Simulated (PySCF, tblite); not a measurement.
# C₇H₇OS radical: geometry, infrared bands and EPR parameters

What infrared bands and EPR parameters should C₇H₇OS radical (`CSc1cccc([O])c1`) show?

Computed with tblite 0.8.0 and PySCF 2.14.0, with density-fitted response routines of our own, on a single molecule in the gas phase. Atoms are numbered from 0 throughout.

**1. Starting geometry**

16 atoms, charge 0, multiplicity 2; geometry from: force field or distance geometry start.

Bonds of the start (Å): C0–S1 1.81, S1–C2 1.81, C2–C3 1.39, C3–C4 1.40, C4–C5 1.40, C5–C6 1.40, C6–O7 1.28, C6–C8 1.40, C8–C2 1.40, C0–H9 1.11, C0–H10 1.09, C0–H11 1.09, C3–H12 1.07, C4–H13 1.09, C5–H14 1.09, C8–H15 1.09.

**2. Geometry optimisation with GFN2-xTB**

Job settings and geometry (Å):

```
{"job": {"kind": "relax", "xc": "GFN2-xTB", "basis": "xTB"}, "charge": 0, "multiplicity": 2}
C     -2.836000    -0.420600    -0.315800
S     -1.807000     0.717500    -1.283800
C     -0.197200     0.402900    -0.514800
C      0.645800     1.498800    -0.331000
C      1.886100     1.290300     0.279600
C      2.269700     0.004700     0.663900
C      1.467600    -1.127600     0.479600
O      1.835500    -2.294200     0.847000
C      0.228300    -0.878600    -0.130600
H     -3.897900    -0.197200    -0.525500
H     -2.682600    -0.288200     0.756500
H     -2.660300    -1.460300    -0.593400
H      0.346800     2.492300    -0.612200
H      2.564500     2.125200     0.433400
H      3.246700    -0.119400     1.135800
H     -0.417500    -1.736600    -0.300100
```

The run is started by

```bash
$ OMP_NUM_THREADS=1 python probes_run.py task.json out
```

One launch serves the whole session: the jobs run in the order shown.

**Question.** This job is followed by: GFN2-xTB harmonic vibrations, gas phase; UKS B3LYP, pcH-1 on C H O S, non-relativistic, mean-field spin-orbit, GIAO. What will the session give for the following? strongest single infrared mode (GFN2-xTB); zero-point energy (GFN2-xTB); g(iso) (B3LYP); ⟨S²⟩; largest a(iso) (averaged by class); potential on the surface of density 0.002 e/bohr³, 1st and 99th percentile.

The runs gave:

| quantity | value |
| --- | --- |
| strongest single infrared mode (GFN2-xTB) | 1530 cm⁻¹, 224 km/mol |
| zero-point energy (GFN2-xTB) | 73.1 kcal/mol |
| g(iso) (B3LYP) | 2.00554 |
| ⟨S²⟩ | 0.785 (exact 0.75) |
| largest a(iso) (averaged by class) | 13C on C3, 38.7 MHz |
| potential on the surface of density 0.002 e/bohr³, 1st and 99th percentile | -1.80 V and 1.25 V |

In words: The optimisation took 88 steps and gained 0.274 eV; among the close pairs (by a distance rule), C5–C6 changed most, from 1.400 to 1.453 Å. No mode is imaginary among the 42: a minimum at this level. The strongest single mode, at 1530 cm⁻¹, has its largest shares on C6, C5, O7 and C8 (the list is cut at 4 atoms). Unscaled tight-binding wavenumbers are off by several per cent, some by more. Its intensities can rank the bands wrongly. The largest spin populations lie on C3 (0.45 e), C5 (0.39 e), O7 (0.38 e). The isotropic g lies 3.2 ppt above the free-electron value. These values are for one conformer; the search (at its own cheap level) found 2 more, at 0.00, 2.16 kcal/mol (those within 0.05 may be mirror or relabelled copies), and measured spectra average over such forms.
